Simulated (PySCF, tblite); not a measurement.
**C5H8NSi radical: geometry, infrared bands and EPR parameters**

Wanted: the infrared bands and EPR parameters of C5H8NSi radical (`C[SiH2]n1[c]ccc1`), by calculation.

Programs: tblite 0.8.0 and PySCF 2.14.0, with density-fitted response routines of our own. Each step states its level of theory. These are calculated values for one molecule in the gas phase, unless marked as measured. Atoms count from 0, in the outputs and in this text.

### 1 Starting geometry

15 atoms, charge 0, multiplicity 2; geometry from: force field or distance geometry start.

Bonds of the start (Å): C0–Si1 1.86, Si1–N2 1.78, N2–C3 1.38, C3–C4 1.39, C4–C5 1.38, C5–C6 1.39, C6–N2 1.35, C0–H7 1.12, C0–H8 1.12, C0–H9 1.13, Si1–H10 1.49, Si1–H11 1.50, C4–H12 1.10, C5–H13 1.09, C6–H14 1.09.

### 2 Geometry optimisation with GFN2-xTB

What the job is given:

```
{"job": {"kind": "relax", "xc": "GFN2-xTB", "basis": "xTB"}, "charge": 0, "multiplicity": 2}
C      2.477400     0.719900    -0.019200
Si     1.334400    -0.740100     0.056400
N     -0.381900    -0.274500    -0.065900
C     -0.993200     0.371300    -1.124800
C     -2.335500     0.544600    -0.820800
C     -2.522400    -0.002400     0.427300
C     -1.307600    -0.500300     0.883900
H      2.954700     0.741100    -1.034800
H      3.324600     0.569700     0.696500
H      1.941200     1.687800     0.194100
H      1.663900    -1.748900    -0.982700
H      1.569300    -1.379300     1.390800
H     -3.104400     1.022800    -1.443200
H     -3.476900    -0.022000     0.954500
H     -1.147900    -0.981900     1.843400
```

Started as:

```
$ OMP_NUM_THREADS=1 python probes_run.py task.json out
```

This one command runs all jobs of the session in turn.

**Question.** This job is followed by: GFN2-xTB harmonic vibrations, gas phase; UKS B3LYP, pcH-1 on C H N Si, non-relativistic, mean-field spin-orbit, GIAO. What will the session give for the following? strongest single infrared mode (GFN2-xTB); zero-point energy (GFN2-xTB); g(iso) (B3LYP); ⟨S²⟩; largest a(iso) (averaged by class); surface potential, 1st and 99th percentile.

The runs gave:

```
                                 quantity                  value
strongest single infrared mode (GFN2-xTB)  2226 cm⁻¹, 364 km/mol
             zero-point energy (GFN2-xTB)          69.5 kcal/mol
                           g(iso) (B3LYP)                2.00206
                                     ⟨S²⟩     0.758 (exact 0.75)
       largest a(iso) (averaged by class)   13C on C3, 529.4 MHz
    surface potential, 1st and 99th percentile     -0.98 V and 1.23 V
```

**Reading.** The optimisation took 96 steps and gained 0.386 eV; among the close pairs (by a distance rule), C4–C5 changed most, from 1.375 to 1.428 Å. The lowest mode is slightly imaginary (1i cm⁻¹), a soft motion within the noise of the Hessian, so the minimum is not strictly shown. The strongest single mode, at 2226 cm⁻¹, moves mainly H10. Unscaled tight-binding wavenumbers are off by several per cent, some by more. Its intensities can rank the bands wrongly. Most of the unpaired spin sits on C3 (0.99 e). The isotropic g lies 0.3 ppt below the free-electron value.
